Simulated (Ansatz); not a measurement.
# Cl2H2NNbO: small, medium and large basis sets

An exercise on one series of results from a longer session: the logs are not shown, and one member is left open.

Method: one geometry, several basis sets; program: Ansatz 0.2.0, Gaussian basis.

Levels to be run: PBE0-D4/def2-SVP; ωB97M-V/def2-SVP; PBE0-D4/def2-QZVPP; ωB97M-V/def2-QZVPP; the functionals' def2-TZVPP values are taken from earlier runs.

### The geometry

An earlier PBE0-D4 in a triple-zeta def2 set relaxation fixed the geometry. Nb takes the def2 core potential; no spin-orbit term is included.

SMILES `[NH2][Nb](=[O])([Cl])[Cl]`, 7 atoms, charge 0, spin multiplicity 1.

Atoms are counted from 1 here; the program's logs count them from 0.

Bond lengths: N1–Nb2 1.939 Å, N1–H6 1.012 Å, N1–H7 1.010 Å, Nb2–O3 1.681 Å, Nb2–Cl4 2.301 Å, Nb2–Cl5 2.301 Å. Angles: Nb2–N1–H6 123.9°, Nb2–N1–H7 125.1°, H6–N1–H7 111.0°, N1–Nb2–O3 103.7°, N1–Nb2–Cl4 110.0°, N1–Nb2–Cl5 110.0°, O3–Nb2–Cl4 110.6°, O3–Nb2–Cl5 110.6°, Cl4–Nb2–Cl5 111.6°.

Set-up of the first run:

The input, in.yaml:

```yaml
crystal:
  periodic: [false, false, false]
  atoms:
    - {symbol: N, position_ang: [-0.622384, 0.486755, 0.922381]}
    - {symbol: Nb, position_ang: [0.432704, -0.340496, -0.479058]}
    - {symbol: O, position_ang: [1.598223, -1.212538, 0.361756]}
    - {symbol: Cl, position_ang: [-0.888288, -1.749799, -1.729967]}
    - {symbol: Cl, position_ang: [1.416965, 1.280239, -1.783029]}
    - {symbol: H, position_ang: [-1.417281, 1.088528, 0.749154]}
    - {symbol: H, position_ang: [-0.458541, 0.379411, 1.913064]}
basis:
  gaussian: {orbitals: def2-SVP}
hamiltonian: {xc: pbe0, dispersion: d4}
output: {orbitals: {seedname: orbitals}}
```

The run is started by

```
ansatz run in.yaml --threads 4 --pin off --events-out ev --progress --plain --max-ram 10444MiB
```

Steps of the session up to this table: PBE0-D4 in def2-SVP; ωB97M-V in def2-SVP; PBE0-D4 in def2-QZVPP; ωB97M-V in def2-QZVPP.

One of the session's tables, all rows but one given; the rest of the session is left out.

It belongs to the step «Functionals by basis». 

```
functional       basis  HOMO (eV)  LUMO (eV)
   PBE0-D4    def2-SVP      -8.73      -2.34
   PBE0-D4  def2-TZVPP          ?          ?
   PBE0-D4  def2-QZVPP      -8.81      -2.44
   ωB97M-V    def2-SVP     -10.93      -0.20
   ωB97M-V  def2-TZVPP     -11.03      -0.33
   ωB97M-V  def2-QZVPP     -11.06      -0.37
```

Q: Estimate the row for PBE0-D4, def2-TZVPP from the others.

The run gave: HOMO (eV): -8.79; LUMO (eV): -2.43. In the column «HOMO (eV)» it lies between PBE0-D4, def2-QZVPP (-8.81) and PBE0-D4, def2-SVP (-8.73).
